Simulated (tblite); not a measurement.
# C4H11FGe2: the cost of one run

The runs use tblite 0.8.0 and PySCF 2.14.0, with density-fitted response routines of our own; the level of theory stands in each step. All values are computed, except where a source is named. Atoms are numbered from 0 throughout.

## Step 1: The starting structure

18 atoms, charge 0, multiplicity 1; geometry from: force field or distance geometry start.

Bonds of the start (Å): F0–C1 1.37, C1–C2 1.52, C2–Ge3 1.93, Ge3–C4 1.91, C4–Ge5 1.94, Ge5–C6 1.92, C6–Ge3 1.97, C1–H7 1.08, C1–H8 1.14, C2–H9 1.10, C2–H10 1.12, Ge3–H11 1.56, C4–H12 1.11, C4–H13 1.12, Ge5–H14 1.53, Ge5–H15 1.56, C6–H16 1.11, C6–H17 1.11.

## Step 2: Relaxing the molecule with GFN2-xTB

Job settings and geometry (Å):

```
{"job": {"kind": "relax", "xc": "GFN2-xTB", "basis": "xTB"}, "charge": 0, "multiplicity": 1}
F     -2.463200     1.564800     0.970900
C     -2.568900     0.312400     0.416600
C     -1.694100     0.192000    -0.818600
Ge     0.104100     0.569700    -0.243900
C      1.460400     0.623600    -1.591600
Ge     2.510000    -0.559400    -0.463200
C      0.893700    -1.109600     0.423400
H     -3.580900     0.004700     0.223100
H     -2.142000    -0.436400     1.166600
H     -1.743800    -0.861000    -1.148200
H     -2.048400     0.850300    -1.648000
H      0.230200     1.617400     0.902400
H      1.956000     1.613000    -1.699400
H      1.148900     0.161300    -2.566000
H      3.218900    -1.640700    -1.282900
H      3.387800     0.247800     0.535800
H      0.379400    -1.998400     0.010700
H      0.943000    -1.145200     1.535800
```

Launch:

```sh
OMP_NUM_THREADS=1 python probes_run.py task.json out
```

This one command runs all jobs of the session in turn.

Q: Estimate the wall time and peak memory of this first job on 1 thread of Arm Neoverse V1, shared host.

About 1.3 s, with a peak of 0.24 GiB.
